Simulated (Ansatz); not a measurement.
# Cl4H4OSiTi: the cost of one run

Program: Ansatz 0.2.0. Level of theory: RHF/def2-SVP. These are calculated values, not measurements.

## (1) The starting structure

Bond lengths: Ti1–Cl2 2.720 Å, Ti1–Cl3 2.370 Å, Ti1–Cl4 2.368 Å, Ti1–Cl5 2.368 Å, Ti1–O6 2.220 Å, O6–Si7 1.680 Å, Si7–H8 1.460 Å, Si7–H9 1.460 Å, Si7–H10 1.460 Å. Angles (14 of 17 angles, heavy atoms first): Cl2–Ti1–Cl3 109.4°, Cl2–Ti1–Cl4 109.5°, Cl2–Ti1–Cl5 109.5°, Cl2–Ti1–O6 71.6°, Cl3–Ti1–Cl4 109.5°, Cl3–Ti1–Cl5 109.5°, Cl3–Ti1–O6 178.9°, Cl4–Ti1–Cl5 109.5°, Cl4–Ti1–O6 70.0°, Cl5–Ti1–O6 70.0°, Ti1–O6–Si7 125.0°, O6–Si7–H8 109.5°, O6–Si7–H9 109.5°, O6–Si7–H10 109.5°.

Coordinates:

```xyz
11

Ti    0.0000    0.0000    0.0000
Cl    0.0000    0.0000    2.7200
Cl    2.2349    0.0000   -0.7892
Cl   -1.1163    1.9339   -0.7892
Cl   -1.1163   -1.9339   -0.7892
O    -2.1067    0.0000    0.7000
Si   -3.3467   -0.9102    0.0243
H    -2.8457   -2.2382   -0.3179
H    -4.4387   -1.0354    0.9852
H    -3.8347   -0.2490   -1.1825
H    -1.4892    0.0000    1.9123
```

## (2) A restrained relaxation towards end A

Springs on the bonds that form and break draw the guess towards this end; the thresholds are loose.

input.yaml reads:

```yaml
crystal:
  periodic: [false, false, false]
  atoms:
    - { symbol: Ti, position_ang: [0.0, 0.0, 0.0] }
    - { symbol: Cl, position_ang: [0.0, 0.0, 2.72] }
    - { symbol: Cl, position_ang: [2.2349, 0.0, -0.7892] }
    - { symbol: Cl, position_ang: [-1.1163, 1.9339, -0.7892] }
    - { symbol: Cl, position_ang: [-1.1163, -1.9339, -0.7892] }
    - { symbol: O, position_ang: [-2.1067, 0.0, 0.7] }
    - { symbol: Si, position_ang: [-3.3467, -0.9102, 0.0243] }
    - { symbol: H, position_ang: [-2.8457, -2.2382, -0.3179] }
    - { symbol: H, position_ang: [-4.4387, -1.0354, 0.9852] }
    - { symbol: H, position_ang: [-3.8347, -0.249, -1.1825] }
    - { symbol: H, position_ang: [-1.4892, 0.0, 1.9123] }
basis:
  gaussian: { orbitals: def2-SVP }
hamiltonian:
  xc: hf
relax:
  f_tol: 0.15
  max_steps: 25
  restrain:
    - { distance: [0, 5], at: 3.12, k: 30.0 }
    - { distance: [10, 1], at: 2.57, k: 30.0 }
    - { distance: [0, 1], at: 2.37, k: 30.0 }
    - { distance: [10, 5], at: 1.01, k: 30.0 }
output:
  orbitals: {}
```

Command:

```
$ ansatz run input.yaml --threads 4 --pin off --max-ram 5120MiB --backend cpu --events-out ev --progress --plain --runs-dir out
```

Q: Estimate wall time and peak memory on 4 threads of AMD EPYC, shared host.

About 72 s, with a peak of 0.57 GiB.
